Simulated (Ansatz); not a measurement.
A first try at the orbital character of the bands of HgTe, space group I-4m2, using Ansatz 0.2.0 through its Python package.

`hgte_fatbands.py`
```python
# -*- coding: utf-8 -*-
from pathlib import Path

import ansatz as az
import numpy as np
import pandas as pd

vectors = np.array([
    [-3.045603, 3.045603, 1.55941],
    [3.045603, -3.045603, 1.55941],
    [3.045603, 3.045603, -1.55941],
])
hgte = (
    az.Lattice.of(vectors)
    .atom('Hg', (0.25, 0.75, 0.5))
    .atom('Te', (0.0, 0.0, 0.0))
)

points = {'G': (0.0, 0.0, 0.0), 'X': (-0.5, 0.5, 0.0), 'M': (-0.5, 0.5, 0.5), 'Z': (-0.31554, -0.31554, 0.31554)}
model = (
    hgte.calculation()
    .kpoints(7)
    .occupations(az.OccupationsMethod.FIXED)
    .functional(az.Functional.LDA)
    .band_structure(list(points.values()), intervals=1)
    .fat_bands()
)
def show(event):
    row = event['data']
    if event['event'] == 'scf_iter' and row.get('harris_foulkes_ev') is not None:
        print(f'  iteration {row["iter"]:3d}  Harris-Foulkes {row["harris_foulkes_ev"]:.5f} eV  residual {row["dr2_ev"]:.2e}')


done = model.session().plan().execute(on_event=show)
report = done.report
file = Path(done.write_results('results')) / 'fatbands.tsv'
names = file.read_text().splitlines()[0].lstrip('# ').split('\t')
table = pd.read_csv(file, sep='\t', comment='#', names=names)
near = table[table.e_minus_ef.abs() < 3]
for ik, label in enumerate(points):
    print(label)
    for _, row in near[near.ik == ik].iterrows():
        main = row[names[4:]].astype(float).nlargest(2)
        print(f'   band {int(row.band):3d} {row.e_minus_ef:7.3f} eV  ' + ', '.join(f'{k} {v:.2f}' for k, v in main.items()))
```

```console
$ python hgte_fatbands.py
DeckWarning: basis.ecutwfc = 420 eV, auto-derived from the records' recommended cutoffs: set by Hg (normal level)
  iteration   1  Harris-Foulkes -20349.21654 eV  residual 8.33e-03
RunWarning: iter 1: σ=0 fill of 18 bands saw a band overlap (occupied 11.7145 eV > unoccupied 9.0075 eV) — on an unconverged iterate often a transient of an unconverged empty band; one that stands at the close is told there (band_overlap_at_count); if the run fails to converge, the spectrum is likely genuinely metallic at σ=0 — use a smearing of finite width or the tetrahedron method (which not every kind of run takes: see the entry of scf.occupations.method in the input reference), with at [...]
  iteration   2  Harris-Foulkes -20349.21368 eV  residual 1.21e-03
  iteration   3  Harris-Foulkes -20349.21349 eV  residual 2.90e-04
  iteration   4  Harris-Foulkes -20349.21343 eV  residual 4.80e-05
  iteration   5  Harris-Foulkes -20349.21343 eV  residual 8.21e-07
  iteration   6  Harris-Foulkes -20349.21343 eV  residual 2.67e-08
RunWarning: a fill by count may have filled part of one level: at k-index 18 the highest filled band, 9.290338 eV, and the lowest empty band, 9.290338 eV, stand 4.958e-12 eV apart, within the solve's uncertainty, 3.162e-4 eV. If they are one level, whatever splits it, however little, can move the result. A smearing (`scf.occupations.method` with a `width`) well over the split that the run's distortions make, where the deck can take one, can fill the level evenly. On an open shell (a free atom, [...]
RunWarning: the bands overlap at the fill by count (18 filled at each k-point of a channel): the highest filled level, 11.711409 eV at k-index 3, stands 2.7154 eV over the lowest empty one, 8.995978 eV at k-index 33, so that a fill of the lowest levels lies lower and no gap is reported. A metal, or a carrier in a host's bands, wants a smearing of finite width or the tetrahedron method (`scf.occupations.method`). A defect's level that its images broaden is meant whole, and this fill is then the [...]
G
   band  18   2.315 eV  te1_l1_5P 0.99, hg0_l2_5D 0.00
X
   band  16  -1.912 eV  te1_l1_5P 0.90, hg0_l2_5D 0.09
   band  17   0.405 eV  te1_l1_5P 0.53, hg0_l0_6S 0.43
   band  18   0.872 eV  te1_l0_5S 0.00, te1_l2_4D 0.00
   band  19   1.765 eV  te1_l1_5P 0.58, hg0_l2_5D 0.00
   band  20   2.329 eV  te1_l1_5P 0.41, hg0_l2_5D 0.00
M
   band  18   1.997 eV  te1_l1_5P 0.98, hg0_l2_5D 0.01
Z
   band  19   2.880 eV  hg0_l0_6S 0.08, te1_l1_5P 0.02
```
(Warnings from the package without file and line, shortened.)

The script ran to its end, but the result can't be trusted. Why?

The fault: fixed occupations, though the bands overlap at this level of theory. The correction:

```diff
--- before
+++ after
@@ -22,3 +22,3 @@
     .kpoints(7)
-    .occupations(az.OccupationsMethod.FIXED)
+    .occupations('fermi_dirac', width=0.05)
     .functional(az.Functional.LDA)
```

With that change:

Output of `python hgte_fatbands.py`:
```text
DeckWarning: basis.ecutwfc = 420 eV, auto-derived from the records' recommended cutoffs: set by Hg (normal level)
  iteration   1  Harris-Foulkes -20349.58401 eV  residual 1.48e-02
  iteration   2  Harris-Foulkes -20349.57809 eV  residual 1.30e-03
  iteration   3  Harris-Foulkes -20349.57781 eV  residual 2.59e-04
  iteration   4  Harris-Foulkes -20349.57776 eV  residual 4.37e-05
  iteration   5  Harris-Foulkes -20349.57776 eV  residual 8.15e-07
  iteration   6  Harris-Foulkes -20349.57776 eV  residual 7.58e-09
G
   band  16  -2.470 eV  te1_l1_5P 0.96, hg0_l2_5D 0.01
   band  17  -2.470 eV  te1_l1_5P 0.96, hg0_l2_5D 0.01
X
   band  16  -0.925 eV  te1_l1_5P 0.90, hg0_l2_5D 0.10
   band  17   1.422 eV  te1_l1_5P 0.53, hg0_l0_6S 0.43
   band  18   1.903 eV  te1_l0_5S 0.00, hg0_l2_5D 0.00
   band  19   2.749 eV  te1_l1_5P 0.66, hg0_l1_5P 0.00
M
   band  18   2.949 eV  te1_l1_5P 0.98, hg0_l2_5D 0.01
Z
   band  16  -2.188 eV  te1_l1_5P 0.90, hg0_l2_5D 0.05
   band  17  -2.188 eV  te1_l1_5P 0.90, hg0_l2_5D 0.05
   band  18  -2.126 eV  hg0_l0_6S 0.77, te1_l1_5P 0.10
```
(Warnings from the package without file and line.)

What to keep in mind:
- Absolute energies stand on the zero of these potentials, so only differences at equal settings mean something. A total without «per atom» is that of the cell as typed.
- The computed bands are complete only to about 4.6 eV above the Fermi level.
- For a metal this k-point mesh is coarse: on a finer one energies can move by several to tens of meV an atom and pressures by half a GPa or more, differences at one mesh by less.
- The structure comes from a database of computed cells and needn't be a stable or known phase.
- Gaps and levels are Kohn-Sham values on a finite set of k-points, without spin-orbit coupling.
- Energies are less the Fermi level and bands count from 0. Only the largest channels are printed, equivalent atoms hold more, and in degenerate sets the split between sites is arbitrary; shells that the potentials lack have no channel.
- Hardware and time: 6.3 s on 1 thread of Arm Neoverse V1, on a shared host, peak memory 0.45 GiB.

(A comment or docstring line of the script was reworded after the run, the code is as it ran; lines on the test bed's own set-up are left out of the output.)
